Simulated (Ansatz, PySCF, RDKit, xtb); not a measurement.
**Which structure has the formula CH3BBr?**

Task: start from the formula CH3BBr (odd number of electrons), draw up candidate structures, narrow them down in stages, and characterise the one that lies lowest at 400 K.

The funnel: GFN2-xTB relaxations, single points with a density functional, relaxations at B3LYP/6-31G*, harmonic vibrations, and a last energy at a higher level. All values are calculated.

6 further runs of the same task are left out: 2 that didn't finish, 4 set aside as unsound or not needed.

## 1. Drawing up candidates

All bonding patterns within simple valence rules are listed by program: one Lewis structure each, at most two rings and one unusual centre or charged pair. O–O, O–halogen and N–halogen bonds and N–N–N chains are not drawn. That gives 4 candidates.

```csv
label,SMILES,spin
c111,[CH2]BBr,doublet
c508,B[CH]Br,doublet
c952,[BH]CBr,doublet
c975,C[B]Br,doublet
```

Candidates are built by distance geometry, with a force field where one applies, in up to four conformers (letters a to d). 10 starts with atoms placed at random are added, to find patterns that the rules miss.

Q: Predict the outcome of this search (final energies at CCSD(T)/def2-SVP + MP2/def2-TZVPP - MP2/def2-SVP).

| quantity | value |
| --- | --- |
| lowest structure found | [CH2]BBr, doublet, Cs |
| next finalist | C[B]Br, doublet, 7.5 kcal/mol higher in G |
| share at equilibrium, among the finalists | 100.0 % |
| harmonic wavenumbers, lowest and highest (B3LYP/6-31G*) | 268 and 3234 cm⁻¹ |
| rotational constants, same geometry | 1.492, 0.1282, 0.1181 cm⁻¹ |
| dipole moment (PBE0/def2-TZVPD) | 1.85 D |
| HOMO energy (highest over α and β) (PBE0/def2-TZVPD) | -7.83 eV |
| LUMO energy (lowest over α and β) (PBE0/def2-TZVPD) | -3.88 eV |
| lowest excitation (TD-CAM-B3LYP/def2-SVPD) | 2.82 eV (f = 0.000) |
| strongest of the states computed, same level | 5.94 eV (f = 0.191) |
| vertical ionisation energy (to the singlet cation) | 10.13 eV |
| vertical electron affinity | 2.02 eV |
| vertical quartet less doublet | +5.70 eV |

`[CH2]BBr` comes out lowest. Among the finalists first place is clear (7.5 kcal/mol); structures outside the list aren't covered. GFN2-xTB, HF/STO-3G, r2SCAN-D4/def2-SVP, B3LYP/6-31G*, HF/def2-SVP and MP2/def2-SVP already put its bonding pattern lowest among the structures in one piece. The stability test raises a flag; for an open shell a flag towards a general spinor solution can be the free rotation of the spin. The search is not exhaustive (a finite list of starts, one conformer a finalist), so a lower isomer can't be ruled out. Patterns outside the rules of the enumeration were met only by chance.
